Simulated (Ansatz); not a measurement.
# BiTe (Fm-3m) in Ansatz: further runs

Runs on BiTe. Level: PBEsol. Tasks: single point.

Program: Ansatz 0.2.0. These are calculated values, not measurements. Logs are shortened: lines on timing, memory, paths and dates and some standing lists are left out, and cuts for length are marked.

### 1 Starting point

Symmetry: Fm-3m, No. 225, cubic system. The conventional cell has a = 6.470 Å, b = 6.470 Å, c = 6.470 Å, α = 90.00°, β = 90.00°, γ = 90.00°. Bi (site symmetry m-3m) is surrounded by 6 Te at 3.23 Å. Te (site symmetry m-3m) has 6 Bi at 3.23 Å as nearest neighbours.

### 2 Single point, PBEsol, 31.82 Å³/atom (volume scaled by 0.94)

File input.yaml:

```yaml
crystal:
  lattice:
    - [0.0, 3.1689610617, 3.1689610617]
    - [3.1689610617, 0.0, 3.1689610617]
    - [3.1689610617, 3.1689610617, 0.0]
  atoms:
    - { symbol: Bi, position: [0.0, 0.0, 0.0] }
    - { symbol: Te, position: [0.5, 0.5, 0.5] }
kpoints:
  mp_grid: { grid: [7, 7, 7] }
scf:
  occupations: { method: fermi_dirac, width: 0.05 }
hamiltonian:
  xc: pbesol
  pseudopotentials: { kind: all_electron, lapw: { basis_error: 0.0005 } }
output:
  forces: true
  stress: true
  eigenvalues: true
```

Potentials or basis: all-electron LAPW, scalar-relativistic.

Launch:

```sh
> ansatz run input.yaml --threads 1 --pin off --max-ram 3072MiB --backend cpu --events-out ev --progress --plain --runs-dir out
```

Output:

```text
Warning: RAYON_NUM_THREADS=1 ignored (pool sized by the plan → 1); use --threads N
LAPW: plane waves up to 7.296 Å⁻¹, error target 5.0e-4 eV per atom; small_component_spin mean_spin; Te in spheres of 1.556 Å, 24 of its electrons in bands, Dirac shells []; Bi in spheres of 1.613 Å, 37 of its electrons in bands, Dirac shells [] (how accurate: hamiltonian.pseudopotentials.lapw.basis_error, Limitations)
Engine: ansatz 0.2.0, aarch64-unknown-linux-gnu
Pseudopotentials: kind: all_electron
Pseudopotential: Bi, LAPW, valence charge 37, lapw/all_electron/scalar/gaussian/Bi, Koelling and Harmon's equation, gaussian nucleus
Pseudopotential: Te, LAPW, valence charge 24, lapw/all_electron/scalar/gaussian/Te, Koelling and Harmon's equation, gaussian nucleus
Functional definition: PBEsol
  exchange = pbesol_x
  correlation = pbesol_c
Crystal: 2 atoms, lattice volume = 63.647 Å³
Basis set: ecut = 202.79292489652548 eV, 411 PW (Γ), exchange–correlation at level 2
Bands: 37, of which v1, the nominal top of the filled ones, is band 31 counted from 1 (30 counted from 0)
Symmetry: 48 space group operations
Space group: Fm-3m (ITA 225), of the structure as read, at distance tolerance 4.0e-5 Å
k-points: 20 of 343
Non-local potential: Bi, projectors of the file, none
Non-local potential: Te, projectors of the file, none
Initial density: superposition of atomic densities (chi_scale 0.1, normalization cell, long waves kept (reshape's long-wave potential 0.00 eV rms))
Initial wavefunctions: plane waves of lowest kinetic energy (no species holds an atomic orbital)
Functional: x = pbesol(κ = 0.804, μ = 0.12345679012345678), c = pbesol(β = 0.046)
iter 1 solved again at ethr=1.46e-4 eV; its pass at ethr=1.00e-1 eV (dr2=8.89e-2 eV) is discarded
SCF iter   1: F=—  HF=-770357.559618 eV  |F-HF|=—  |Δ(HF+E_count)|=         —  Δρ=9.33e-3  dr2=8.89e-2  ethr=1.46e-4  ⟨swp⟩=3.0  Hψ=4709  notcnv=0
preconditioner: auto → LDOS  [metal: Δε(μ)=0.027 eV  Ē_g=11.182 eV  σ=0.050 eV  W_gap=0.13  n_scr=14 (ndim 8)  ℏωp=15.4 eV  f_vac=0.071  D(μ)=2.88/eV (n_scr^D=26)  β→1.0]
SCF iter   2: F=—  HF=-770357.543156 eV  |F-HF|=—  |Δ(HF+E_count)|=   1.65e-2  Δρ=3.17e-3  dr2=1.49e-2  ethr=1.46e-4  ⟨swp⟩=2.0  Hψ=2177  notcnv=0
iter 3 solved again at ethr=2.34e-6 eV; its pass at ethr=2.45e-5 eV (dr2=1.43e-3 eV) is discarded
SCF iter   3: F=—  HF=-770357.542076 eV  |F-HF|=—  |Δ(HF+E_count)|=   1.08e-3  Δρ=9.75e-4  dr2=1.43e-3  ethr=2.34e-6  ⟨swp⟩=2.0  Hψ=3699  notcnv=0
SCF iter   4: F=—  HF=-770357.537870 eV  |F-HF|=—  |Δ(HF+E_count)|=   4.21e-3  Δρ=4.18e-4  dr2=1.98e-4  ethr=2.34e-6  ⟨swp⟩=2.0  Hψ=2177  notcnv=0
SCF iter   5: F=—  HF=-770357.537680 eV  |F-HF|=—  |Δ(HF+E_count)|=   1.90e-4  Δρ=1.08e-4  dr2=1.18e-5  ethr=3.25e-7  ⟨swp⟩=2.0  Hψ=2177  notcnv=0
SCF iter   6: F=—  HF=-770357.537663 eV  |F-HF|=—  |Δ(HF+E_count)|=   1.67e-5  Δρ=4.73e-5  dr2=1.95e-6  ethr=1.93e-8  ⟨swp⟩=2.0  Hψ=2177  notcnv=0
SCF iter   7: F=—  HF=-770357.537663 eV  |F-HF|=—  |Δ(HF+E_count)|=   2.48e-7  Δρ=1.70e-5  dr2=3.29e-7  ethr=3.20e-9  ⟨swp⟩=2.0  Hψ=2177  notcnv=0
SCF iter   8: F=-770357.537663 eV  HF=-770357.537663 eV  |F-HF|=2.44e-9  |Δ(HF+E_count)|=   2.29e-8  Δρ=3.84e-6  dr2=1.37e-8  ethr=5.40e-10  ⟨swp⟩=2.0  Hψ=2178  notcnv=0
SCF 1 converged in 8 iterations: F = -770357.537663 eV  dr2 = 1.37e-8
SCF converged after 8 iterations
Free energy (F): -770357.537663 eV
Harris-Foulkes:  -770357.537663 eV  (|F-HF|=2.44e-9)
Internal energy: -770357.515854 eV  (E = F + TS)
E sigma→0 (E₀):  -770357.526758 eV
Entropy (-TS):   -0.021809 eV (-10.905 meV/atom)
Fermi energy:    13.762590 eV
--- Per-component energies (eV) ---
  E_band       = -3750.758423
  E_kinetic    = 872947.876487
  E_xc         = -15361.839942
  E_electrostatic = -1627943.552399  (all electrons and nuclei)
  E_smearing   = -0.021809  (= −TS)
  E_closure    = 0.000000  (closes the sum)
  E_atoms      = -770349.614598  (free atoms, spherical and without spin; not in F)
  Σ components = -770357.537663   (vs F -770357.537663, Δ=0.00e0)
  Basis errors (estimates in eV, not in F): energy 1.7e-4 per atom: plane waves 1.6e-4 (8.7e-5 summed), levels above the bands 7.7e-57, relativity 1.8e-9, radial functions 6.0e-6, core shells 6.7e-9; eigenvalues (radial functions only) 1.0e-6; not estimated: angular momenta, meshes, grids; target (lapw.basis_error) 5.0e-4; muffin-tin radii Te 1.556 Å, Bi 1.613 Å
--- Forces (eV/Å), atoms counted from 1 ---
  atom   1  Bi    -0.00000000     0.00000000    -0.00000000
  atom   2  Te     0.00000000     0.00000000     0.00000000
  max |Σ_I F_I| component: 1.38e-30 eV/Å
--- Stress (GPa, compression-positive) ---
        1.755644      -0.000000       0.000000
       -0.000000       1.755644       0.000000
        0.000000       0.000000       1.755644
  P = ⅓ Tr σ = 1.7556 GPa (17.556 kbar)
--- Band table (eV; the first three rows and the last of 20) ---
  k-point 0: bands = ["-146.0369", "-139.7926", "-134.9420", "-134.9403", "-134.9403", "-134.9403", "-134.9390", "-134.9390", "-134.9390", "-96.1408", "-96.1408", "-96.1408", "-77.9978", "-77.9978", "-77.9978", "-23.5844", "-23.5844", "-23.5810", "-23.5810", "-23.5810", "-9.3956", "-9.3956", "-9.3871", "-9.3871", "-9.3871", "-0.2587", "5.8235", "11.0204", "11.0204", "11.0204", "15.9988", "15.9988", "15.9988", "18.2793", "18.2793", "18.2793", "19.9773"]
  k-point 1: bands = ["-146.0369", "-139.7926", "-134.9420", "-134.9403", "-134.9403", "-134.9403", "-134.9390", "-134.9390", "-134.9390", "-96.1408", "-96.1408", "-96.1408", "-77.9978", "-77.9978", "-77.9978", "-23.5844", "-23.5844", "-23.5809", "-23.5809", "-23.5809", "-9.3968", "-9.3968", "-9.3867", "-9.3857", "-9.3857", "-0.0612", "5.2880", "11.0827", "11.0827", "11.2523", "15.1670", "15.2778", "15.2778", "18.0827", "18.6640", "18.6640", "21.2020"]
  k-point 2: bands = ["-146.0369", "-139.7926", "-134.9420", "-134.9403", "-134.9403", "-134.9403", "-134.9390", "-134.9390", "-134.9390", "-96.1408", "-96.1408", "-96.1408", "-77.9978", "-77.9978", "-77.9978", "-23.5842", "-23.5842", "-23.5808", "-23.5806", "-23.5806", "-9.3999", "-9.3999", "-9.3858", "-9.3820", "-9.3820", "0.5211", "4.0742", "11.2899", "11.2899", "11.6587", "13.9165", "14.0675", "14.0675", "18.6707", "19.7452", "19.7452", "23.2678"]
  k-point 19: bands = ["-146.0369", "-139.7926", "-134.9420", "-134.9403", "-134.9403", "-134.9403", "-134.9390", "-134.9390", "-134.9390", "-96.1408", "-96.1408", "-96.1408", "-77.9978", "-77.9978", "-77.9978", "-23.5846", "-23.5839", "-23.5807", "-23.5804", "-23.5799", "-9.4100", "-9.3965", "-9.3844", "-9.3807", "-9.3741", "2.2399", "2.6842", "8.2403", "8.8832", "11.6686", "13.8516", "17.1563", "18.0703", "18.3185", "19.5113", "23.0143", "23.4167"]
```

It took 9.6 s on 1 thread of Arm Neoverse V2, shared host; peak memory 0.31 GiB.

Results:

| Property | Result |
| --- | --- |
| Free energy | -770357.5377 eV |
| Pressure | 1.8 GPa |
| Band gap on the k mesh | none (metal or under the smearing width) |

Caveat: spin-orbit coupling is left out, which moves the levels of the heavy elements.

### 3 Single point, PBEsol, 32.50 Å³/atom (volume scaled by 0.96)

input.yaml: that of step 2 with these lines changed.

```diff
@@ -2,5 +2,5 @@
   lattice:
-    - [0.0, 3.1689610617, 3.1689610617]
-    - [3.1689610617, 0.0, 3.1689610617]
-    - [3.1689610617, 3.1689610617, 0.0]
+    - [0.0, 3.1912784242, 3.1912784242]
+    - [3.1912784242, 0.0, 3.1912784242]
+    - [3.1912784242, 3.1912784242, 0.0]
   atoms:
```

Potentials or basis: all-electron LAPW, scalar-relativistic.

Launch:

```sh
> ansatz run input.yaml --threads 1 --pin off --max-ram 3072MiB --backend cpu --events-out ev --progress --plain --runs-dir out
```

It took 9.5 s on 1 thread of Arm Neoverse V2, shared host; peak memory 0.31 GiB.

The run converged. Its results:

- Free energy: -770357.5472 eV
- Pressure: 0.5 GPa
- Band gap on the k mesh: none (metal or under the smearing width)

Caveat: spin-orbit coupling is left out, which moves the levels of the heavy elements.

### 4 Single point, PBEsol, 33.18 Å³/atom (volume scaled by 0.98)

input.yaml: that of step 3 with these lines changed.

```diff
@@ -2,5 +2,5 @@
   lattice:
-    - [0.0, 3.1912784242, 3.1912784242]
-    - [3.1912784242, 0.0, 3.1912784242]
-    - [3.1912784242, 3.1912784242, 0.0]
+    - [0.0, 3.2132879364, 3.2132879364]
+    - [3.2132879364, 0.0, 3.2132879364]
+    - [3.2132879364, 3.2132879364, 0.0]
   atoms:
```

Launch:

```sh
> ansatz run input.yaml --threads 1 --pin off --max-ram 3072MiB --backend cpu --events-out ev --progress --plain --runs-dir out
```

Run time: 9.4 s. Hardware: 1 thread of Arm Neoverse V2, shared host; peak memory 0.31 GiB.

It converged, with:

* Free energy: -770357.5470 eV
* Pressure: -0.6 GPa
* Band gap on the k mesh: none (metal or under the smearing width)

Caveat: spin-orbit coupling is left out, which moves the levels of the heavy elements.

### 5 Single point, PBEsol, 33.86 Å³/atom

input.yaml: that of step 4 with these lines changed.

```diff
@@ -2,5 +2,5 @@
   lattice:
-    - [0.0, 3.2132879364, 3.2132879364]
-    - [3.2132879364, 0.0, 3.2132879364]
-    - [3.2132879364, 3.2132879364, 0.0]
+    - [0.0, 3.235, 3.235]
+    - [3.235, 0.0, 3.235]
+    - [3.235, 3.235, 0.0]
   atoms:
```

Launch:

```sh
> ansatz run input.yaml --threads 1 --pin off --max-ram 3072MiB --backend cpu --events-out ev --progress --plain --runs-dir out
```

Wall time 9.4 s (1 thread of Arm Neoverse V2, shared host); peak memory 0.31 GiB.

It converged, with:

- Free energy: -770357.5381 eV
- Pressure: -1.5 GPa
- Band gap on the k mesh: none (metal or under the smearing width)

Caveat: spin-orbit coupling is left out, which moves the levels of the heavy elements.

### 6 Single point, PBEsol, 34.53 Å³/atom (volume scaled by 1.02)

input.yaml: that of step 5 with these lines changed.

```diff
@@ -2,5 +2,5 @@
   lattice:
-    - [0.0, 3.235, 3.235]
-    - [3.235, 0.0, 3.235]
-    - [3.235, 3.235, 0.0]
+    - [0.0, 3.2564244654, 3.2564244654]
+    - [3.2564244654, 0.0, 3.2564244654]
+    - [3.2564244654, 3.2564244654, 0.0]
   atoms:
```

Potentials or basis: all-electron LAPW, scalar-relativistic.

Launch:

```sh
> ansatz run input.yaml --threads 1 --pin off --max-ram 3072MiB --backend cpu --events-out ev --progress --plain --runs-dir out
```

Run time: 9.5 s. Hardware: 1 thread of Arm Neoverse V2, shared host; peak memory 0.31 GiB.

It converged, with:

```
Free energy            : -770357.5214 eV
Pressure               : -2.4 GPa
Band gap on the k mesh : none (metal or under the smearing width)
```

Caveat: spin-orbit coupling is left out, which moves the levels of the heavy elements.

### 7 Single point, PBEsol, 35.21 Å³/atom (volume scaled by 1.04)

input.yaml: that of step 6 with these lines changed.

```diff
@@ -2,5 +2,5 @@
   lattice:
-    - [0.0, 3.2564244654, 3.2564244654]
-    - [3.2564244654, 0.0, 3.2564244654]
-    - [3.2564244654, 3.2564244654, 0.0]
+    - [0.0, 3.2775706714, 3.2775706714]
+    - [3.2775706714, 0.0, 3.2775706714]
+    - [3.2775706714, 3.2775706714, 0.0]
   atoms:
```

Launch:

```sh
> ansatz run input.yaml --threads 1 --pin off --max-ram 3072MiB --backend cpu --events-out ev --progress --plain --runs-dir out
```

Wall time 9.2 s (1 thread of Arm Neoverse V2, shared host); peak memory 0.3 GiB.

Results (log left out):

* Free energy: -770357.4977 eV
* Pressure: -3.2 GPa
* Band gap on the k mesh: none (metal or under the smearing width)

Caveat: spin-orbit coupling is left out, which moves the levels of the heavy elements.

### 8 Single point, PBEsol, 35.89 Å³/atom (volume scaled by 1.06)

input.yaml: that of step 7 with these lines changed.

```diff
@@ -2,5 +2,5 @@
   lattice:
-    - [0.0, 3.2775706714, 3.2775706714]
-    - [3.2775706714, 0.0, 3.2775706714]
-    - [3.2775706714, 3.2775706714, 0.0]
+    - [0.0, 3.2984474805, 3.2984474805]
+    - [3.2984474805, 0.0, 3.2984474805]
+    - [3.2984474805, 3.2984474805, 0.0]
   atoms:
```

Launch:

```sh
> ansatz run input.yaml --threads 1 --pin off --max-ram 3072MiB --backend cpu --events-out ev --progress --plain --runs-dir out
```

Run time: 9.3 s. Hardware: 1 thread of Arm Neoverse V2, shared host; peak memory 0.3 GiB.

It converged, with:

```yaml
Free_energy: -770357.4678 eV
Pressure: -3.9 GPa
Band_gap_on_the_k_mesh: none (metal or under the smearing width)
```

Caveat: spin-orbit coupling is left out, which moves the levels of the heavy elements.

### 9 For comparison

An earlier run on the cell as given: functional PBEsol; potentials or basis all-electron LAPW, scalar-relativistic; cutoff 177 eV (chosen from the basis error); basis error allowed 0.001 eV/atom; k mesh 7 × 7 × 7; occupations fermi-dirac, width 0.05 eV; no spin polarisation.

- Pressure: -1.5 GPa
- Band gap on the k mesh: none (metal or under the smearing width)
